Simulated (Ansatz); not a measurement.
# LaSi2B2: from the start to rest

Wanted: the geometry at rest of LaSi2B2 (a borrowed structure type, volume estimated), relaxing the atoms in a fixed cell, and its electronic structure there.

Computed, not measured: Ansatz 0.2.0, DFT, PBE, no spin polarisation, plane waves, PAW.

### Step 1. The cell

The structure is tetragonal, space group P4/mbm (No. 127). Conventional cell: a = 5.945 Å, b = 5.945 Å, c = 4.357 Å, α = 90.00°, β = 90.00°, γ = 90.00°. Around La (site symmetry 4/m) lie 8 B at 3.12 Å and 8 Si at 3.17 Å. Around Si (site symmetry m2m) lie 3 B at 1.69 to 1.78 Å. B (site symmetry m2m) has 3 Si at 1.69 to 1.78 Å as nearest neighbours.

The coordinates stand in the input below.

The first density is read from a saved solution for the starting cell.

### Step 2. Relaxing

input.yaml reads:

```yaml
crystal:
  lattice:
    - [5.945382, 0.0, 0.0]
    - [0.0, 5.945382, 0.0]
    - [0.0, 0.0, 4.356902]
  atoms:
    - { symbol: La, position: [0.0, 0.0, 0.0] }
    - { symbol: La, position: [0.5, 0.5, 0.0] }
    - { symbol: Si, position: [0.3613, 0.8613, 0.5] }
    - { symbol: Si, position: [0.1387, 0.3613, 0.5] }
    - { symbol: Si, position: [0.6387, 0.1387, 0.5] }
    - { symbol: Si, position: [0.8613, 0.6387, 0.5] }
    - { symbol: B, position: [0.1601, 0.6601, 0.5] }
    - { symbol: B, position: [0.3399, 0.1601, 0.5] }
    - { symbol: B, position: [0.8399, 0.3399, 0.5] }
    - { symbol: B, position: [0.6601, 0.8399, 0.5] }
  symmetry: { tolerance: 0.0003 }
kpoints:
  mp_grid: { grid: [6, 6, 6], shift: [0, 0, 0] }
magnetization:
  spin_polarized: false
scf:
  occupations: { method: methfessel_paxton, width: 0.2374 }
  lower_state_search: "off"
hamiltonian:
  pseudopotentials: { kind: paw }
  xc: pbe
basis:
  ecutwfc: 420
  fft_grid_basis: typed
relax:
  max_steps: 40
output:
  forces: true
  stress: true
  eigenvalues: true
  bader: true
  populations: true
  elf: true
  write_potential: true
  volumetric_format: npy
  dos:
    e_range: [-12, 8]
    de: 0.05
    projected: { site_lists: { B: [B], La: [La], Si: [Si] } }
checkpoint:
  read: saved_state
```

Started as:

```bash
$ ansatz run input.yaml --threads 2 --pin off --max-ram 2560MiB --backend cpu --events-out ev --progress --plain --runs-dir out
```

What it wrote, cut to the lines that bear on the results:

```text
Warning: output.stress: scf.convergence.dr2_threshold = 1e-7 eV (the SCF's general default) is looser than the 1e-9 eV advised for a printed stress (1e-10 eV for each atom of the cell: 10). What an SCF threshold leaves in a stress goes as its square root, and in the free energy as the [...]
Warning: checkpoint.read: basis.xc_grid differs: saved 1, current 2 (points along each axis for each point of the dense box; where the key is left out runs that use forces, runs that use the stress, dielectric runs by a finite field, finite-displacement phonons, runs of [...]
Warning: RAYON_NUM_THREADS=2 ignored (pool sized by the plan → 2); use --threads N
La: projections on atomic orbitals take those of the free atom [Kr 4d10] 4f0 5s2 5p6 5d1 6s2, of charge +0.00 (hamiltonian.pseudopotentials.projection_atoms); the dataset's partial waves leave at most 1.9e-5 of an orbital's norm unspanned inside its sphere
[...]
Pseudopotentials: kind: paw
Pseudopotential: La, paw, valence charge 11, recommended cutoff 420 eV (normal), La.paw.azcp
Pseudopotential: Si, paw, valence charge 4, recommended cutoff 420 eV (normal), Si.paw.azcp
Pseudopotential: B, paw, valence charge 3, recommended cutoff 420 eV (normal), B.paw.azcp
Functional definition: PBE
[...]
Crystal: 10 atoms, lattice volume = 154.006 Å³
Basis set: ecut = 420 eV, 2999 PW (Γ), exchange–correlation on 80×80×60 points (8 copies of the dense FFT grid, shifted against one another)
Bands: 35, of which v1, the nominal top of the filled ones, is band 25 counted from 1 (24 counted from 0)
Symmetry: 16 space group operations
Space group: P4/mbm (ITA 127), of the structure as read, at distance tolerance 1.6e-3 Å
k-points: 40 of 216
[...]
SCF iter   1: F=—  HF=-15662.967125 eV  |F-HF|=—  |Δ(HF+E_count)|=         —  Δρ=1.37e-3  dr2=3.26e-3  ethr=7.10e-6  ⟨swp⟩=3.8  Hψ=10129  notcnv=0
[...]
relax step   1: F+E_penalty+E_count = -15662.96679982 eV  Δ(F+E_penalty+E_count) = +0.000e0 eV  max|allowed force component| = 4.965e-1 eV/Å  Δτ_max = 0.0000 Å  (6 SCF iters, accepted)
[...]
relax step   2: F+E_penalty+E_count = -15663.04459803 eV  Δ(F+E_penalty+E_count) = -7.780e-2 eV  max|allowed force component| = 3.028e-1 eV/Å  Δτ_max = 0.0202 Å  (4 SCF iters, dr2 threshold 1.54e-5 eV, accepted)
[...]
SCF iter   4: F=—  HF=-15663.079160 eV  |F-HF|=—  |Δ(HF+E_count)|=   1.18e-5  S|Δr|=    0.00e0  Δρ=7.62e-5  dr2=1.84e-5  ethr=1.15e-8  ⟨swp⟩=18.3  Hψ=14749  notcnv=0
```

### Step 3. The output, continued

Output, continued, cut to the lines that bear on the results:

```text
SCF iter   5: F=-15663.079157 eV  HF=-15663.079158 eV  |F-HF|=1.12e-6  |Δ(HF+E_count)|=   2.81e-6  S|Δr|=    0.00e0  Δρ=2.63e-5  dr2=3.27e-6  ethr=1.15e-8  ⟨swp⟩=11.9  Hψ=11366  notcnv=0
[...]
relax step   3: F+E_penalty+E_count = -15663.07915657 eV  Δ(F+E_penalty+E_count) = -3.456e-2 eV  max|allowed force component| = 1.188e-1 eV/Å  Δτ_max = 0.0291 Å  (5 SCF iters, dr2 threshold 5.73e-6 eV, accepted)
[...]
relax step   4: F+E_penalty+E_count = -15663.08066759 eV  Δ(F+E_penalty+E_count) = -1.511e-3 eV  max|allowed force component| = 1.204e-2 eV/Å  Δτ_max = 0.0054 Å  (3 SCF iters, dr2 threshold 2.17e-6 eV, accepted)
[...]
relax step   5: F+E_penalty+E_count = -15663.08067940 eV  Δ(F+E_penalty+E_count) = -1.181e-5 eV  max|allowed force component| = 2.140e-4 eV/Å  Δτ_max = 0.0004 Å  (3 SCF iters, accepted)
SCF converged after 3 iterations
[...]
    - { symbol: B, position: [0.3347390904240016, 0.16526090957599834, 0.5] }
    - { symbol: B, position: [0.8347390904240017, 0.3347390904240016, 0.5] }
    - { symbol: B, position: [0.6652609095759985, 0.8347390904240017, 0.5] }
--- Löwdin populations: 10 sites ---
  site symbol       q [e]
     0     La     10.3081
     1     La     10.3081
     2     Si      3.2301
     3     Si      3.2301
     4     Si      3.2301
     5     Si      3.2301
     6      B      4.0279
     7      B      4.0279
     8      B      4.0279
     9      B      4.0279
  spilling = 0.007034 (of n_electrons = 50.000000)
--- Bader charges: 10 sites ---
  site symbol  charge [e]  shift [e]
     0     La      1.5290     0.0000
     1     La      1.5290     0.0000
     2     Si      2.1546     0.0225
     3     Si      2.1546     0.0225
     4     Si      2.1546     0.0225
     5     Si      2.1546     0.0225
     6      B     -2.9191     0.0225
     7      B     -2.9191     0.0225
     8      B     -2.9191     0.0225
     9      B     -2.9191     0.0225
  estimated error of the sums over rays = 9.3e-4 e
```

It took 2 min on 2 threads of Arm Neoverse V1, shared host; peak memory 0.55 GiB.

The steps of the relaxation:

```
step  energy from step 1 (eV/cell)  largest force component (eV/Å)
   1                        0.0000                          0.4965
   2                       -0.0778                          0.3028
   3                       -0.1124                          0.1188
   4                       -0.1139                          0.0120
   5                       -0.1139                          0.0002
```

Step 1 is the start.

The largest move, 0.04 Å, is shared by several atoms, B8 among them.

### Step 4. Density of states

Counts of states in windows (eV from the Fermi level; tetrahedra), total and projected:

```
from    to  total   B s   B p  La d  La f  Si p
-8.0  -7.0   2.15  0.50  0.46  0.11  0.01  0.77
-7.0  -6.0   1.79  0.25  0.60  0.08  0.01  0.64
-6.0  -5.0   1.54  0.11  0.61  0.10  0.01  0.52
-5.0  -4.0   5.42  0.19  2.29  0.44  0.03  2.02
-4.0  -3.0   3.62  0.10  1.60  0.39  0.04  1.33
-3.0  -2.0   3.06  0.09  1.44  0.60  0.04  0.73
-2.0  -1.0   5.87  0.20  3.06  0.93  0.19  1.20
-1.0   0.0   2.42  0.04  0.93  0.67  0.15  0.48
 0.0   1.0   2.68  0.02  0.39  1.20  0.42  0.39
```

The bands computed are complete only to about 2.0 eV above the Fermi level.

### Step 5. Atomic charges

By element, from the tables in the log (a charge is positive for electrons lost): Löwdin charges also hold the electrons that the projection spills.

```
element  atoms  Bader charge (e)  Bader volume (Å³)  Löwdin charge (e)
     La      2             +1.53               22.7              +0.69
     Si      4             +2.15                8.0              +0.77
      B      4             -2.92               19.2              -1.03
```

The Löwdin projection spills 0.7 % of the electrons and depends on the orbitals chosen; where it disagrees with Bader's partition, neither is an observable.

### Step 6. Fields in real space

Maps in the plane spanned by b and c at height 0.366 along a (axes of the input's cell), one cell: b runs left to right (18 points from zero), c bottom to top (13 points), 90° apart. Near the nuclei they are pseudo-fields.

Valence density. Ten steps from '0' (0.04 e/Å³) to '9' (1.38 e/Å³), finer at the low end (step k begins (100^(k/10) - 1)/99 of the way up):
```
111123589998543221
333334568886544433
445555556665555555
666766544445566666
888887654445677667
899888754445676437
899888754445676437
888887654445677667
666766544445566666
445555556665555555
333334568886544433
111123589998543221
000013689998642110
```

ELF. Ten even steps from '0' (0.02) to '9' (0.85):
```
000100389998311211
222321147874113443
555554112221146665
776677410011467656
996358731124675215
993027742245773224
993027742245773224
996358731124675215
776677410011467656
555554112221146665
222321147874113443
000100389998311211
000000489998410110
```

Atoms within 0.2 Å of the plane, in fractions of b and c: Si at (0.87, 0.50), B at (0.17, 0.50).

Along short contacts, where the density is least:

```
contact  length (Å)  minimum at (fraction)  density (e/Å³)  ELF
 Si3–B7       1.691             none clear               –    –
```

### Step 7. Results

```
                                                 quantity                          value
                                                    moves                              4
                                            energy gained                  11.4 meV/atom
                                             largest move                     0.04 Å (B)
                     space group (0.01 Å), before / after                P4/mbm / P4/mbm
                          pressure left in the fixed cell                       35.5 GPa
                                                character                          metal
density of states, mean within 0.25 eV of the Fermi level            2.7 per eV per cell
                                            Bader charges  La +1.53, Si +2.15, B -2.92 e
```

In the fixed cell the largest move of an atom is 0.04 Å; the energy fell by 11.4 meV per atom. The fixed cell still holds a mean pressure of 35.5 GPa, from stresses of opposite sign along its axes, so its shape would change if let free. With 16 symmetry operations imposed, the end may be a saddle point towards distortions that break them. It is a metal; within 0.25 eV of the Fermi level the density of states averages 2.7 per eV per cell, mostly La d (46 %), Si p (17 %) and B p (16 %). Si loses most charge (+2.15 e on average) and B gains most (-2.92 e).

Caveats: wide smearing; the SCF threshold is loose for a stress.
